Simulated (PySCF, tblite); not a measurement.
# C5H5OP: vibronic structure

Wanted: vibronic structure for C5H5OP (`Oc1cccpc1`).

Programs: tblite 0.8.0 and PySCF 2.14.0, with routines of our own; each step states its level. All values are computed. Atoms count from 0.

## 1. The system as given

12 atoms, charge 0, multiplicity 1; geometry from: force field or distance geometry start.

## 2. Optimising the geometry with GFN2-xTB

The job: settings as JSON, then the geometry in Å.

```
{"job": {"kind": "relax", "xc": "GFN2-xTB", "basis": "xTB"}, "charge": 0, "multiplicity": 1}
O      2.393300     0.212200    -0.376300
C      1.045700    -0.074300    -0.209400
C      0.176700     0.949000     0.155000
C     -1.209600     0.758400     0.343900
C     -1.865200    -0.474900     0.239200
P     -1.024700    -2.042100    -0.218300
C      0.698800    -1.408000    -0.397400
H      2.530700     1.167900    -0.213800
H      0.551900     1.962000     0.280800
H     -1.816100     1.618100     0.628200
H     -2.937800    -0.531300     0.405600
H      1.457500    -2.137600    -0.663400
```

Started as:

```bash
$ OMP_NUM_THREADS=1 python excited_run.py task.json out
```

The driver reads the jobs from task.json and runs them one after another.

Output:

```text
step      E/eV     max force
  0    -538.46520    3.372
  1    -538.71810    1.650
  2    -538.80021    0.839
  3    -538.82722    0.436
  4    -538.84370    0.291
  5    -538.84693    0.204
  6    -538.85128    0.229
  7    -538.85311    0.192
  8    -538.85423    0.075
  9    -538.85464    0.046
 10    -538.85496    0.041
 11    -538.85511    0.032
 12    -538.85520    0.028
 13    -538.85528    0.027
 14    -538.85539    0.032
 15    -538.85548    0.025
 16    -538.85553    0.016
 17    -538.85555    0.014
 18    -538.85557    0.011
 19    -538.85558    0.011
 20    -538.85559    0.007
```

Run time: 0.1 s. Hardware: 1 thread of Arm Neoverse V1, shared host.

Relaxation path:

```
step  energy from step 0 (eV)  largest force (eV/Å)
   0                   0.0000                3.3719
   1                  -0.2529                1.6499
   2                  -0.3350                0.8386
   3                  -0.3620                0.4357
   4                  -0.3785                0.2910
   5                  -0.3817                0.2042
   6                  -0.3861                0.2291
   7                  -0.3879                0.1924
   8                  -0.3890                0.0749
   9                  -0.3894                0.0464
  10                  -0.3898                0.0406
  11                  -0.3899                0.0321
  12                  -0.3900                0.0282
  13                  -0.3901                0.0271
  14                  -0.3902                0.0316
  15                  -0.3903                0.0255
  16                  -0.3903                0.0164
  17                  -0.3904                0.0142
  18                  -0.3904                0.0114
  19                  -0.3904                0.0112
  20                  -0.3904                0.0071
```

Close pairs (by a distance rule), those that changed most:

```
 bond  before (Å)  after (Å)  change (Å)
P5–C6       1.845      1.727      -0.118
C4–P5       1.836      1.733      -0.103
C2–C3       1.412      1.384      -0.028
O0–C1       1.388      1.361      -0.026
C3–C4       1.401      1.379      -0.022
O0–H7       0.979      0.965      -0.014
C3–H9       1.090      1.083      -0.007
C1–C6       1.391      1.386      -0.005
```

The final coordinates are the input of the step that follows.

## 3. Harmonic vibrations with GFN2-xTB

The job: settings as JSON, then the geometry in Å.

```
{"job": {"kind": "ir", "xc": "GFN2-xTB", "basis": "xTB"}, "charge": 0, "multiplicity": 1}
O      2.359188     0.193424    -0.374997
C      1.035170    -0.067571    -0.195394
C      0.155248     0.952939     0.154299
C     -1.197712     0.738175     0.348320
C     -1.803275    -0.493286     0.216661
P     -0.986489    -1.961885    -0.208777
C      0.631133    -1.380273    -0.378060
H      2.536814     1.130152    -0.224320
H      0.550927     1.953855     0.277766
H     -1.810286     1.589238     0.618825
H     -2.869279    -0.563765     0.388627
H      1.399758    -2.091690    -0.648979
```

Output:

```text
mode    cm-1     km/mol
  1     184.2      0.02
  2     257.1      1.20
  3     367.0      8.24
  4     419.5      0.21
  5     436.9    153.82
  6     445.3      4.40
  7     454.0      2.21
  8     616.8      6.34
  9     721.7     12.69
 10     746.4     36.30
 11     822.7      5.44
 12     847.1      7.61
 13     851.7      0.58
 14     882.6      0.13
 15     920.6      0.00
 16    1007.8     13.82
 17    1128.3     41.13
 18    1149.6    157.39
 19    1186.2     62.23
 20    1204.3      4.03
 21    1279.2     72.86
 22    1371.5    111.80
 23    1405.9     18.31
 24    1524.4    131.21
 25    1562.4     34.11
 26    3038.9     12.77
 27    3049.4     52.11
 28    3058.2     41.19
 29    3065.4      2.84
 30    3508.3     22.08
```

Wall time 0.3 s (1 thread of Arm Neoverse V1, shared host).

The strongest bands and the atoms that carry them (share of the mass-weighted mode):

```
cm⁻¹  km/mol                                atoms
 437   153.8                              H7 90 %
1150   157.4  H7 44 %, H8 15 %, H10 11 %, O0 11 %
1186    62.2  H11 32 %, C1 23 %, C6 14 %, O0 11 %
1279    72.9   H9 33 %, C4 12 %, C1 11 %, C2 10 %
1372   111.8           C4 24 %, C1 21 %, H10 12 %
1524   131.2                     C2 48 %, C1 22 %
3049    52.1           H8 47 %, H10 33 %, H9 12 %
3058    41.2           H10 53 %, H9 27 %, H8 11 %
```

## 4. Vibronic structure: TDDFT PBE/6-31+G*

The job, as its differences from that of step 3:

```diff
@@ -1,2 +1,2 @@
-{"job": {"kind": "ir", "xc": "GFN2-xTB", "basis": "xTB"}, "charge": 0, "multiplicity": 1}
+{"job": {"kind": "vib", "xc": "PBE", "basis": "6-31+G*", "tda": false}, "charge": 0, "multiplicity": 1}
 O      2.359188     0.193424    -0.374997
```

Method: TDDFT PBE/6-31+G* vertical-gradient vibronic structure (displaced harmonic oscillators, Condon), gas phase.

Output:

```text
final grid: 49856 points
cycle   1  E = -609.4740265430  dE =  1.087e+00  |g| = 7.367e-01  |ddm| = 6.410e+00
cycle   2  E = -609.1553367204  dE =  3.187e-01  |g| = 1.364e+00  |ddm| = 1.010e+01
cycle   3  E = -609.5911461084  dE = -4.358e-01  |g| = 1.679e-01  |ddm| = 8.505e+00
cycle   4  E = -609.5988023684  dE = -7.656e-03  |g| = 8.164e-02  |ddm| = 7.548e-01
cycle   5  E = -609.6005360841  dE = -1.734e-03  |g| = 3.766e-02  |ddm| = 2.328e-01
cycle   6  E = -609.6009037849  dE = -3.677e-04  |g| = 1.195e-02  |ddm| = 1.657e-01
cycle   7  E = -609.6009382024  dE = -3.442e-05  |g| = 5.872e-03  |ddm| = 4.013e-02
cycle   8  E = -609.6009480476  dE = -9.845e-06  |g| = 1.420e-03  |ddm| = 1.498e-02
cycle   9  E = -609.6009485945  dE = -5.469e-07  |g| = 4.683e-04  |ddm| = 5.213e-03
cycle  10  E = -609.6009486598  dE = -6.537e-08  |g| = 1.768e-04  |ddm| = 1.305e-03
cycle  11  E = -609.6009486666  dE = -6.730e-09  |g| = 4.915e-05  |ddm| = 4.682e-04
cycle  12  E = -609.6009486671  dE = -5.830e-10  |g| = 2.486e-05  |ddm| = 2.197e-04
converged SCF energy = -609.6009486671

Singlet excitations (eV, f): 4.200 (0.0308)  4.700 (0.0176)  5.018 (0.0459)  5.181 (0.0000)  5.243 (0.0010)  5.711 (0.1635)

State S1  4.1997 eV  f = 0.03084  H->L 0.78, H-1->L+1 0.10
  relaxed dipole 4.405 D, largest gradient of the excitation energy 0.0436 Eh/bohr
  mode    cm-1        S   lambda/meV  Raman
    6    445.3    1.0375      57.3   0.647
   14    882.6    0.4080      44.6   1.000
    9    721.7    0.2518      22.5   0.413
    7    454.0    0.1436       8.1   0.093
   25   1562.4    0.0329       6.4   0.253
   12    847.1    0.0593       6.2   0.134
   19   1186.2    0.0257       3.8   0.114
    3    367.0    0.0552       2.5   0.023
   22   1371.5    0.0091       1.5   0.054
  reorganisation energy 0.1564 eV, total S 2.039, 0-0 4.0433 eV
  absorption maximum 4.151 eV, width 0.248 eV

State S3  5.0183 eV  f = 0.04595  H-1->L 0.50, H->L+1 0.34, H->L 0.12
  relaxed dipole 3.878 D, largest gradient of the excitation energy 0.0361 Eh/bohr
  mode    cm-1        S   lambda/meV  Raman
   14    882.6    0.2513      27.5   0.645
    9    721.7    0.2873      25.7   0.493
   25   1562.4    0.1242      24.1   1.000
   12    847.1    0.1532      16.1   0.363
   19   1186.2    0.0513       7.6   0.238
   17   1128.3    0.0375       5.2   0.157
    3    367.0    0.0659       3.0   0.029
   21   1279.2    0.0086       1.4   0.046
    6    445.3    0.0234       1.3   0.015
    7    454.0    0.0156       0.9   0.011
   20   1204.3    0.0056       0.8   0.027
  reorganisation energy 0.1156 eV, total S 1.034, 0-0 4.9027 eV
  absorption maximum 4.903 eV, width 0.136 eV

State S6  5.7112 eV  f = 0.16349  H->L+1 0.25, H-1->L 0.25, H-2->L+2 0.20
  relaxed dipole 1.449 D, largest gradient of the excitation energy 0.0352 Eh/bohr
  mode    cm-1        S   lambda/meV  Raman
   14    882.6    0.4110      45.0   1.000
    9    721.7    0.1363      12.2   0.222
    6    445.3    0.1924      10.6   0.119
    3    367.0    0.1900       8.6   0.080
   30   3508.3    0.0187       8.1   0.720
   18   1149.6    0.0312       4.4   0.129
   24   1524.4    0.0215       4.1   0.156
   19   1186.2    0.0186       2.7   0.082
   17   1128.3    0.0177       2.5   0.070
   20   1204.3    0.0078       1.2   0.035
    5    436.9    0.0203       1.1   0.012
    4    419.5    0.0165       0.9   0.009
  reorganisation energy 0.1055 eV, total S 1.141, 0-0 5.6056 eV
  absorption maximum 5.606 eV, width 0.144 eV

State T1  3.2181 eV  f = 0.00000  H->L 0.88, H-1->L 0.10
  relaxed dipole 4.459 D, largest gradient of the excitation energy 0.0650 Eh/bohr
  mode    cm-1        S   lambda/meV  Raman
   25   1562.4    0.5789     112.1   1.000
   12    847.1    0.4432      46.5   0.225
    9    721.7    0.4870      43.6   0.180
   14    882.6    0.2799      30.6   0.154
    6    445.3    0.5049      27.9   0.071
   24   1524.4    0.0903      17.1   0.148
   19   1186.2    0.0950      14.0   0.095
    7    454.0    0.2294      12.9   0.033
   23   1405.9    0.0441       7.7   0.062
   21   1279.2    0.0342       5.4   0.040
   18   1149.6    0.0275       3.9   0.026
    3    367.0    0.0609       2.8   0.006
  reorganisation energy 0.3282 eV, total S 2.896, 0-0 2.8900 eV
  absorption maximum 3.088 eV, width 0.464 eV
```

Wall time 34 s (1 thread of Arm Neoverse V1, shared host); peak memory 0.71 GiB.

Orbitals, density, ELF and potential are computed afterwards from the orbital file.

Frontier orbitals at PBE/6-31+G*, with the share of their density that lies nearest to each atom:

```
orbital  energy (eV)                                   lies on
   HOMO        -5.86  C4 24 %; O0 20 %; C1, C2 about 15 % each
   LUMO        -2.23   P5 41 %; C2, C6 about 16 % each; C4 8 %
```

ELF in a plane through or near 12 of the atoms.

Ten even steps from '0' (0.00) to '9' (1.00):
```
0000000000000000000000000000
0000000000000000000000000000
0000000000000000000000000000
0000000000023100000000000000
0000000000699820058740000000
0000000000799950299982000000
0000016720499962599991000000
0000039982067247489940000000
0000017984276238516300000000
0000037447549655587558850000
0000168767334200525399992000
0000157842588421663499981000
0000001100537584267524420000
0000000037971782725400000000
0000000299996551428840000000
0000000289992137899961000000
0000000024520028999850000000
0000000000000016887610000000
0000000000000000110000000000
0000000000000000000000000000
```
The map spans 11.0 Å across and 9.6 Å up, centred on the molecule. Atoms in the plane (x, y in Å): O0 (-2.4, 0.1), C1 (-1.0, -0.1), C2 (-0.2, 1.0), C3 (1.2, 0.8), C4 (1.8, -0.4), P5 (1.0, -1.9), C6 (-0.6, -1.4), H7 (-2.6, 1.0), H8 (-0.6, 2.0), H9 (1.8, 1.7), H10 (2.9, -0.4), H11 (-1.4, -2.2).

On the surface of density 0.002 e/bohr³ the electrostatic potential runs, from the 1st to the 99th percentile, from -0.98 V near O0 to 2.78 V near H7.

## 5. Vibronic structure: TDDFT X3LYP/def2-SVP

The job, as its differences from that of step 4:

```diff
@@ -1,2 +1,2 @@
-{"job": {"kind": "vib", "xc": "PBE", "basis": "6-31+G*", "tda": false}, "charge": 0, "multiplicity": 1}
+{"job": {"kind": "vib", "xc": "X3LYP", "basis": "def2-SVP", "tda": false, "temperature": 400, "nstates": 10}, "charge": 0, "multiplicity": 1}
 O      2.359188     0.193424    -0.374997
```

With the program's defaults for keys left out, this is: TDDFT X3LYP/def2-SVP vertical-gradient vibronic structure (displaced harmonic oscillators, Condon), gas phase.

Output:

```text
final grid: 49856 points
cycle   1  E = -609.5642404222  dE =  1.175e+00  |g| = 6.443e-01  |ddm| = 4.226e+00
cycle   2  E = -609.4870826214  dE =  7.716e-02  |g| = 8.986e-01  |ddm| = 1.541e+00
cycle   3  E = -609.6493195020  dE = -1.622e-01  |g| = 8.855e-02  |ddm| = 9.870e-01
cycle   4  E = -609.6510116597  dE = -1.692e-03  |g| = 3.410e-02  |ddm| = 1.457e-01
cycle   5  E = -609.6512650532  dE = -2.534e-04  |g| = 1.149e-02  |ddm| = 5.007e-02
cycle   6  E = -609.6512991783  dE = -3.413e-05  |g| = 3.040e-03  |ddm| = 2.063e-02
cycle   7  E = -609.6513015628  dE = -2.385e-06  |g| = 1.089e-03  |ddm| = 4.867e-03
cycle   8  E = -609.6513018865  dE = -3.237e-07  |g| = 2.932e-04  |ddm| = 1.559e-03
cycle   9  E = -609.6513019070  dE = -2.049e-08  |g| = 1.315e-04  |ddm| = 4.523e-04
cycle  10  E = -609.6513019117  dE = -4.697e-09  |g| = 3.349e-05  |ddm| = 1.979e-04
cycle  11  E = -609.6513019120  dE = -2.585e-10  |g| = 1.732e-05  |ddm| = 6.586e-05
converged SCF energy = -609.6513019120

Singlet excitations (eV, f): 4.548 (0.0348)  5.054 (0.0197)  5.278 (0.0493)  5.867 (0.0004)  6.115 (0.2906)  6.479 (0.3733)  6.498 (0.0000)  6.622 (0.0005)  7.206 (0.0003)  7.217 (0.0414)

State S1  4.5479 eV  f = 0.03476  H->L 0.70, H-1->L 0.13, H-1->L+1 0.10
  relaxed dipole 3.820 D, largest gradient of the excitation energy 0.0454 Eh/bohr
  mode    cm-1        S   lambda/meV  Raman
    6    445.3    0.9818      54.2   0.581
   14    882.6    0.4299      47.0   1.000
    9    721.7    0.2846      25.5   0.443
   19   1186.2    0.0621       9.1   0.261
   12    847.1    0.0866       9.1   0.186
    7    454.0    0.1351       7.6   0.083
    3    367.0    0.0659       3.0   0.027
   25   1562.4    0.0148       2.9   0.108
   21   1279.2    0.0121       1.9   0.059
   17   1128.3    0.0059       0.8   0.022
   18   1149.6    0.0052       0.7   0.020
  reorganisation energy 0.1640 eV, total S 2.092, 0-0 4.3839 eV
  absorption maximum 4.492 eV, width 0.288 eV

State S5  6.1155 eV  f = 0.29063  H->L+1 0.43, H-1->L 0.28, H-1->L+1 0.17
  relaxed dipole 2.776 D, largest gradient of the excitation energy 0.0371 Eh/bohr
  mode    cm-1        S   lambda/meV  Raman
    9    721.7    0.5793      51.8   0.874
   14    882.6    0.4432      48.5   1.000
   24   1524.4    0.0456       8.6   0.307
    3    367.0    0.1315       6.0   0.051
   17   1128.3    0.0392       5.5   0.144
   19   1186.2    0.0355       5.2   0.145
   18   1149.6    0.0213       3.0   0.082
  reorganisation energy 0.1306 eV, total S 1.306, 0-0 5.9848 eV
  absorption maximum 5.985 eV, width 0.226 eV

State S6  6.4787 eV  f = 0.37333  H-1->L+1 0.65, H->L+1 0.18
  relaxed dipole 3.142 D, largest gradient of the excitation energy 0.0668 Eh/bohr
  mode    cm-1        S   lambda/meV  Raman
   25   1562.4    0.6218     120.4   1.000
   14    882.6    0.4549      49.8   0.233
    9    721.7    0.2119      19.0   0.073
   24   1524.4    0.0836      15.8   0.128
   18   1149.6    0.1008      14.4   0.088
    3    367.0    0.1671       7.6   0.015
   17   1128.3    0.0358       5.0   0.030
   21   1279.2    0.0280       4.4   0.030
   23   1405.9    0.0235       4.1   0.031
    7    454.0    0.0702       4.0   0.010
   20   1204.3    0.0242       3.6   0.023
   22   1371.5    0.0128       2.2   0.016
  reorganisation energy 0.2542 eV, total S 1.861, 0-0 6.2245 eV
  absorption maximum 6.418 eV, width 0.414 eV

State T1  3.2834 eV  f = 0.00000  H->L 0.73, H-1->L 0.20
  relaxed dipole 3.784 D, largest gradient of the excitation energy 0.0724 Eh/bohr
  mode    cm-1        S   lambda/meV  Raman
   25   1562.4    0.8214     159.1   1.000
    9    721.7    0.7061      63.2   0.183
   12    847.1    0.4824      50.7   0.173
   14    882.6    0.3703      40.5   0.144
   19   1186.2    0.1229      18.1   0.086
   24   1524.4    0.0708      13.4   0.082
    6    445.3    0.1984      11.0   0.020
   23   1405.9    0.0584      10.2   0.058
    3    367.0    0.1757       8.0   0.012
   21   1279.2    0.0431       6.8   0.035
   20   1204.3    0.0318       4.8   0.023
   18   1149.6    0.0327       4.7   0.022
  reorganisation energy 0.3967 eV, total S 3.182, 0-0 2.8867 eV
  absorption maximum 3.181 eV, width 0.526 eV
```

Wall time 26 s (1 thread of Arm Neoverse V1, shared host); peak memory 0.73 GiB.

## 6. Outcome

```
                                                                                      quantity                     value
                                                     strongest single infrared mode (GFN2-xTB)     1150 cm⁻¹, 157 km/mol
                                                                  zero-point energy (GFN2-xTB)             53.6 kcal/mol
   S1: vertical, reorganisation, 0-0, total S (step 4, TDDFT PBE/6-31+G*, modes from GFN2-xTB)  4.20, 0.16, 4.04 eV; 2.0
   S3: vertical, reorganisation, 0-0, total S (step 4, TDDFT PBE/6-31+G*, modes from GFN2-xTB)  5.02, 0.12, 4.90 eV; 1.0
   S6: vertical, reorganisation, 0-0, total S (step 4, TDDFT PBE/6-31+G*, modes from GFN2-xTB)  5.71, 0.11, 5.61 eV; 1.1
                                                         surface potential, 1st and 99th percentile        -0.98 V and 2.78 V
S1: vertical, reorganisation, 0-0, total S (step 5, TDDFT X3LYP/def2-SVP, modes from GFN2-xTB)  4.55, 0.16, 4.38 eV; 2.1
S5: vertical, reorganisation, 0-0, total S (step 5, TDDFT X3LYP/def2-SVP, modes from GFN2-xTB)  6.12, 0.13, 5.98 eV; 1.3
S6: vertical, reorganisation, 0-0, total S (step 5, TDDFT X3LYP/def2-SVP, modes from GFN2-xTB)  6.48, 0.25, 6.22 eV; 1.9
```

**Reading.** No mode is imaginary among the 30: a minimum at this level. The strongest single mode, at 1150 cm⁻¹, has its largest shares on H7, H8, H10 and O0 (the list is cut at 4 atoms). Unscaled tight-binding wavenumbers are off by several per cent, some by more. Its intensities can rank the bands wrongly. The vibronic model keeps the ground-state modes (from xTB) and shifts them along the gradient alone, so it can miss much of the relaxation that a full optimisation finds. At PBE/6-31+G*, counted by nearest atom on the grid, the HOMO lies on C4 24 %; O0 20 %, the LUMO on P5 41 %; C2, C6 about 16 % each. Some states lie very close; unless symmetry makes them partners, their order is unsure.
